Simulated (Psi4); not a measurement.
# BH3Br− (SMILES [BH3-]Br) at 3 levels

We compute a comparison of 3 runs (HF/3-21G, B3LYP/6-31G*, CCSD/cc-pV(D+d)Z) of BH3Br−. 

The results are computed with Psi4 1.11.

3 further runs of the same task are left out: 3 set aside as unsound or not needed.

**1. The structure to begin with**

BH3Br−: 5 atoms, total charge -1, spin state singlet. SMILES: `[BH3-]Br`. The coordinates come from a GFN2-xTB relaxation.

Bond lengths: B1–Br2 2.026 Å, B1–H3 1.211 Å, B1–H4 1.211 Å, B1–H5 1.211 Å. Angles: Br2–B1–H3 107.6°, Br2–B1–H4 107.5°, Br2–B1–H5 107.6°, H3–B1–H4 111.3°, H3–B1–H5 111.3°, H4–B1–H5 111.3°.

**2. Energy and gradient at HF/3-21G (run 1)**

Input file run.py:

```python
import psi4

psi4.set_memory('1600 MB')
psi4.set_num_threads(1)
psi4.core.set_output_file('run.log', False)

m = psi4.geometry("""
-1 1
B      0.105540    -0.047320     0.145720
Br    -1.044180     0.467760    -1.441330
H      1.234050    -0.217200    -0.260310
H     -0.352540    -1.066680     0.613040
H      0.057130     0.863440     0.942890
symmetry c1
no_reorient
no_com
""")

psi4.set_options({
    'basis': '3-21G',
    'reference': 'rhf',
    'puream': True,
    'e_convergence': 1e-09,
    'd_convergence': 1e-08,
    'scf_type': 'pk',
})

e_tot, wfn = psi4.gradient("hf", return_wfn=True)
psi4.oeprop(wfn, "LOWDIN_CHARGES", "WIBERG_LOWDIN_INDICES", "DIPOLE", title="HF")
print('gradient / Eh bohr^-1')
print(e_tot.np.round(6))
print(f'energy = {wfn.energy():.10f} Eh')
```

Command:

```sh
$ python run.py
```

run.log:

```text
[...]
  Running in c1 symmetry.
[...]
  Nuclear repulsion =   73.969301079071656
[...]
  Multiplicity = 1
[...]
  Nalpha       = 22
  Nbeta        = 22
[...]
    Number of basis functions: 37
[...]
   @RHF iter   1: -2586.28318102415005   -2.05189e+00   1.06960e-02 DIIS/ADIIS
[...]
   @RHF iter   9: -2586.36413692018914   -3.63798e-12   3.04492e-09 DIIS
[...]
    Orbital Energies [Eh]
    ---------------------
    Doubly Occupied:
       1A   -486.505250     2A    -64.514251     3A    -57.702156
       4A    -57.701088     5A    -57.701088     6A     -9.509051
       7A     -7.307148     8A     -7.088560     9A     -7.082555
      10A     -7.082555    11A     -2.816728    12A     -2.814305
      13A     -2.814305    14A     -2.808233    15A     -2.808233
      16A     -0.751366    17A     -0.465482    18A     -0.258081
      19A     -0.258040    20A     -0.208764    21A     -0.148974
      22A     -0.148966
[...]
  @RHF Final Energy: -2586.36413692018914
   => Energetics <=
    Nuclear Repulsion Energy =             73.9693010790716556
    One-Electron Energy =               -3763.6765099941890185
    Two-Electron Energy =                1103.3430719949283230
    Total Energy =                      -2586.3641369201891393
[...]
  -Total Gradient:
     Atom            X                  Y                   Z
    ------   -----------------  -----------------  -----------------
       1       -0.023725573585     0.010620805909    -0.032754166058
       2        0.026309547394    -0.011793797033     0.036329031962
       3       -0.002115443909     0.000505885411    -0.000234973350
       4        0.000028724421     0.001634078696    -0.001447734813
       5       -0.000497254263    -0.000966973020    -0.001892157188
[...]
 Multipole Moments:
 ------------------------------------------------------------------------------------
     Multipole            Electronic (a.u.)      Nuclear  (a.u.)        Total (a.u.)
 ------------------------------------------------------------------------------------
 L = 1.  Multiply by 2.5417464519 to convert [e a0] to [Debye]
 Dipole X            :         67.0000380          -66.2915169            0.7085211
 Dipole Y            :        -30.0136133           29.6962146           -0.3173987
 Dipole Z            :         92.4829250          -91.5049421            0.9779829
 Magnitude           :                                                    1.2486772
[...]
```

Standard output:

```text
gradient / Eh bohr^-1
[[-2.3726e-02  1.0621e-02 -3.2754e-02]
 [ 2.6310e-02 -1.1794e-02  3.6329e-02]
 [-2.1150e-03  5.0600e-04 -2.3500e-04]
 [ 2.9000e-05  1.6340e-03 -1.4480e-03]
 [-4.9700e-04 -9.6700e-04 -1.8920e-03]]
energy = -2586.3641369202 Eh
```

Run time: 4.5 s. Hardware: 1 thread of AMD EPYC 7R43 (Zen 3), shared host; peak memory 0.19 GiB.

**3. A single-point energy at B3LYP/6-31G(d) (spherical functions) (run 2)**

Input file bbrh3.py:

```python
import psi4

psi4.set_memory('1600 MB')
psi4.set_num_threads(1)
psi4.set_output_file('bbrh3.out', False)

molecule = psi4.geometry("""
-1 1
B      0.105540    -0.047320     0.145720
Br    -1.044180     0.467760    -1.441330
H      1.234050    -0.217200    -0.260310
H     -0.352540    -1.066680     0.613040
H      0.057130     0.863440     0.942890
units angstrom
symmetry c1
no_reorient
no_com
""")

psi4.set_options({
    'reference': 'rks',
    'puream': True,
    'e_convergence': 1e-09,
    'd_convergence': 1e-08,
    'scf_type': 'pk',
    'dft_radial_points': 99,
    'dft_spherical_points': 590,
})

energy_value, wavefunction = psi4.energy('b3lyp/6-31G*', return_wfn=True)
psi4.oeprop(wavefunction, 'DIPOLE', 'MAYER_INDICES', 'LOWDIN_CHARGES', title='B3LYP')
print(f'total energy {energy_value:.8f} hartree = {energy_value * 27.211386:.5f} eV')
```

Command:

```sh
$ python bbrh3.py
```

bbrh3.out:

```text
[...]
  Running in c1 symmetry.
[...]
  Nuclear repulsion =   73.969301079071656
[...]
  Multiplicity = 1
[...]
  Nalpha       = 22
  Nbeta        = 22
[...]
    Number of basis functions: 52
[...]
   @RKS iter   1: -2600.18657729213555   -1.50405e+00   2.88474e-02 DIIS/ADIIS
[...]
   @RKS iter  10: -2600.60155065695108   -4.09273e-12   1.05122e-09 DIIS
[...]
    Orbital Energies [Eh]
    ---------------------
    Doubly Occupied:
       1A   -482.569359     2A    -62.265257     3A    -56.083145
       4A    -56.081646     5A    -56.081646     6A     -8.461866
       7A     -6.492148     8A     -6.287184     9A     -6.281412
      10A     -6.281412    11A     -2.382143    12A     -2.380319
      13A     -2.380319    14A     -2.375744    15A     -2.375744
      16A     -0.533817    17A     -0.273267    18A     -0.118330
      19A     -0.118301    20A     -0.107160    21A     -0.042718
      22A     -0.042707
[...]
  @RKS Final Energy: -2600.60155065695108
   => Energetics <=
    Nuclear Repulsion Energy =             73.9693010790716556
    One-Electron Energy =               -3774.4323922478874920
    Two-Electron Energy =                1177.7028073120816316
    DFT Exchange-Correlation Energy =     -77.8412668002170562
    Empirical Dispersion Energy =           0.0000000000000000
    VV10 Nonlocal Energy =                  0.0000000000000000
    Total Energy =                      -2600.6015506569515310
[...]
 Multipole Moments:
 ------------------------------------------------------------------------------------
     Multipole            Electronic (a.u.)      Nuclear  (a.u.)        Total (a.u.)
 ------------------------------------------------------------------------------------
 L = 1.  Multiply by 2.5417464519 to convert [e a0] to [Debye]
 Dipole X            :         67.0354666          -66.2915169            0.7439497
 Dipole Y            :        -30.0294835           29.6962146           -0.3332690
 Dipole Z            :         92.5318370          -91.5049421            1.0268950
 Magnitude           :                                                    1.3111227
[...]
```

Standard output:

```text
total energy -2600.60155066 hartree = -70765.97263 eV
```

Run time: 13 s. Hardware: 1 thread of AMD EPYC 7R43 (Zen 3), shared host; peak memory 0.55 GiB.

**4. The energy at CCSD/cc-pV(D+d)Z (run 3)**

Input file bbrh3.xyz:

```xyz
5
BBrH3
B      0.105540    -0.047320     0.145720
Br    -1.044180     0.467760    -1.441330
H      1.234050    -0.217200    -0.260310
H     -0.352540    -1.066680     0.613040
H      0.057130     0.863440     0.942890
```

Input file run.py:

```python
import numpy as np
from ase.calculators.psi4 import Psi4
from ase.io import read

a = read('bbrh3.xyz')
calc = Psi4(atoms=a, method='ccsd', basis='cc-pV(D+d)Z', memory='1600MB', num_threads=1, charge=-1, multiplicity=1, label='calc')
calc.psi4.set_options({'scf_type': 'pk', 'freeze_core': True, 'diis': False, 'maxiter': 80})
a.calc = calc

print(f'energy: {a.get_potential_energy():.6f} eV')
```

Command:

```sh
$ python run.py
```

calc.dat:

```text
[...]
  Running in c1 symmetry.
[...]
  Nuclear repulsion =   73.969301079071656
[...]
  Multiplicity = 1
[...]
  Nalpha       = 22
  Nbeta        = 22
[...]
    Number of basis functions: 56
[...]
   @RHF iter   1: -2598.73484827074708   -2.08867e+00   9.41763e-03 ADIIS
[...]
   @RHF iter  15: -2598.85926935996440    1.36424e-12   5.84015e-09
[...]
    Orbital Energies [Eh]
    ---------------------
    Doubly Occupied:
       1A   -489.817103     2A    -64.953399     3A    -58.309923
       4A    -58.309464     5A    -58.309463     6A     -9.600604
       7A     -7.361827     8A     -7.211045     9A     -7.206969
      10A     -7.206969    11A     -2.946718    12A     -2.944695
      13A     -2.944695    14A     -2.940164    15A     -2.940164
      16A     -0.766544    17A     -0.469400    18A     -0.262058
      19A     -0.262018    20A     -0.224240    21A     -0.161254
      22A     -0.161245
[...]
  @RHF Final Energy: -2598.85926935996440
   => Energetics <=
    Nuclear Repulsion Energy =             73.9693010790716556
    One-Electron Energy =               -3775.0372173584355551
    Two-Electron Energy =                1102.2086469193991434
    Total Energy =                      -2598.8592693599648555
[...]
 Multipole Moments:
 ------------------------------------------------------------------------------------
     Multipole            Electronic (a.u.)      Nuclear  (a.u.)        Total (a.u.)
 ------------------------------------------------------------------------------------
 L = 1.  Multiply by 2.5417464519 to convert [e a0] to [Debye]
 Dipole X            :         -4.8450453            3.9044654           -0.9405799
 Dipole Y            :          2.1703652           -1.7490295            0.4213357
 Dipole Z            :         -6.6878139            5.3894792           -1.2983347
 Magnitude           :                                                    1.6576753
[...]
      * MP2 total energy                      = -2599.108064640634439
[...]
      * CCSD total energy                     = -2599.137263015097687
```

On the terminal:

```text
energy: -70726.127394 eV
```

Run time: 28 s. Hardware: 1 thread of AMD EPYC 7R43 (Zen 3), shared host; peak memory 0.43 GiB.

**5. The series**

| run | level | task | properties | energy (Eh) | HOMO energy (eV) | LUMO energy (eV) | HOMO–LUMO gap (eV) | wall time |
| --- | --- | --- | --- | --- | --- | --- | --- | --- |
| 1 | HF/3-21G | gradient | (lowdin, wiberg, dipole) | -2586.364137 | -4.05 | 12.17 | 16.22 | 4.5 s |
| 2 | B3LYP/6-31G* (spherical functions) | energy | (dipole, mayer, lowdin) | -2600.601551 | -1.16 | 7.66 | 8.82 | 13 s |
| 3 | CCSD/cc-pV(D+d)Z | energy | – | -2599.137263 | -4.39 | 11.05 | 15.44 | 28 s |

**6. What came out**

| quantity | value |
| --- | --- |
| run 3: total energy | -2599.13726 Eh |
| run 3: HOMO energy (Hartree–Fock orbitals) | -4.39 eV |
| run 3: LUMO energy (Hartree–Fock orbitals) | 11.05 eV |
| run 3: HOMO–LUMO gap (to an unbound level, set by the basis) | 15.44 eV |
| run 3: correlation energy (10 core orbitals frozen) | -278.0 mEh |
| run 3: T1 diagnostic | 0.006 |

All runs together took 45 s, the longest 28 s.
